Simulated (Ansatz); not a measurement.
AlCl:

```
Al Cl
1.0
     0.00000    2.84863    2.84863
     2.84863    0.00000    2.84863
     2.84863    2.84863    0.00000
Al Cl
1 1
Direct
  0.50000 0.50000 0.50000
  0.00000 0.00000 0.00000
```

The cell was built by a generator and needn't be a form met in nature.

| Property | Result |
| --- | --- |
| Program | Ansatz 0.2.0 |
| Task | single point |
| Functional | PBE |
| Potentials or basis | all-electron LAPW, scalar-relativistic |
| Cutoff | 152 eV (chosen from the basis error) |
| Basis error allowed | 0.001 eV/atom |
| k mesh | 8 × 8 × 8 |
| Occupations | fermi-dirac, width 0.05 eV |
| Spin | no spin polarisation |

On this cell: pressure 5.7 GPa; largest force zero by symmetry; band gap on the k mesh 0.53 eV, direct.

The same run follows on a disturbed copy (atoms moved at random, drawn with an rms of 0.05 Å):

```
Al Cl
1.0
     0.00000    2.84863    2.84863
     2.84863    0.00000    2.84863
     2.84863    2.84863    0.00000
Al Cl
1 1
Direct
  0.48644 0.50957 0.49863
  0.98698 0.00240 0.01172
```

What changes?

The energy moves by +0.4 meV/atom; pressure 5.7 GPa; largest force 0.032 eV/Å; band gap on the k mesh 0.53 eV, direct.

Forces in eV/Å, atoms in the order of the input:
```
Al   0.012  0.027 -0.013
Cl  -0.012 -0.027  0.013
```

A k mesh can miss the band edges.
